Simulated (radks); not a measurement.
# W⁴⁺ in [Xe] 4f14 5d2: an all-electron calculation

Aim: the levels, the sizes of the orbitals and the parts of the energy of the tungsten ion W4+.

Program: radks (a radial shooting solver on a logarithmic mesh, Libxc functionals) version 1. Level of theory: scalar-relativistic Kohn-Sham, SCAN, spin-unpolarised, spherical densities, finite nucleus. These are calculated values, not measurements, unless marked.

### 1 The atom as given

```
element            : tungsten (Z = 74)
charge             : +4
electrons          : 70
configuration      : [Xe] 4f14 5d2
nuclear rms radius : 5.3658 fm
```

The outer shells:

W⁴⁺
```
[Xe] core
4f [↑↓][↑↓][↑↓][↑↓][↑↓][↑↓][↑↓]
5d [↑ ][↑ ][  ][  ][  ]
```

### 2 Self-consistent calculation

Input:

```text
Z 74
configuration [Xe] 4f14 5d2
relativity scalar-relativistic
functional scan,scan
spin unpolarised
nucleus finite rms 5.3658 fm
c 137.035999084
```

**Question.** What will this run give?

As calculated:

| quantity | value |
| --- | --- |
| total energy | -16139.1997 hartree |
| exchange-correlation share of it | 2.00 % |
| −T/E | 1.1016 |
| highest occupied level | 5d, -43.337 eV |
| most extended occupied level | 5d, <r> = 1.65 bohr |
| radius at density 0.001 e/bohr³ | 3.14 bohr |
| maxima of the radial density | 4 |
| ionisation energy, NIST | 51.6 (semi-emp.) eV |

What this shows: 5 principal shells are occupied and 4 maxima appear in the radial density; where shells overlap, one shows as a shoulder or not at all. −T/E is 1.102: with relativity the kinetic term as defined here no longer equals −E. Minus the highest eigenvalue, 43.337 eV, is 84 % of the tabulated ionisation energy (51.6 eV); the potential of a semilocal functional falls off too fast, so its top eigenvalue is too shallow. Spin polarisation and multiplet splitting are left out. Spin-orbit splitting is averaged out at the scalar-relativistic level.
